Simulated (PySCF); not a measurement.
# B3ClH5N: the cost of one run

Programs: PySCF 2.14.0, with density-fitted response routines of our own. Each step states its level of theory. These are calculated values for one molecule in the gas phase, unless marked as measured. Atoms count from 0, in the outputs and in this text.

## Step 1: The starting structure

10 atoms, charge 0, multiplicity 1; geometry from: PBE0-D3(BJ)/def2-SVP.

Bonds of the start (Å): B0–B1 1.66, B1–Cl2 1.78, B1–B3 1.70, B3–N4 1.39, B0–H5 1.21, B0–H6 1.21, B3–H7 1.22, N4–H8 1.01, N4–H9 1.01.

## Step 2: Core holes by ΔSCF: SCAN, X2C

The job: settings as JSON, then the geometry in Å.

```
{"job": {"kind": "xps"}, "charge": 0, "multiplicity": 1}
B      1.970427     0.507575     1.040442
B      0.335056     0.582933     1.326597
Cl    -0.127885     0.950171     3.007205
B     -0.925416     0.328801     0.218725
N     -1.392334     1.296767    -0.664301
H      2.593720     1.500512     0.729219
H      2.600110    -0.524239     1.118751
H     -1.467945    -0.759099     0.191506
H     -2.171848     1.138884    -1.290517
H     -1.019846     2.235971    -0.722342
```

With the program's defaults for keys left out, this is: delta-SCF UKS SCAN, pcX-2 on the ionised atom, pcseg-1 elsewhere, spin-free X2C.

On the command line:

```console
$ OMP_NUM_THREADS=1 python probes_run.py task.json out
```

The driver reads the jobs from task.json and runs them one after another.

**Question.** How long does this first job take on 1 thread of Arm Neoverse N1, shared host, and how much memory does it need?

About 41 s, with a peak of 0.44 GiB.
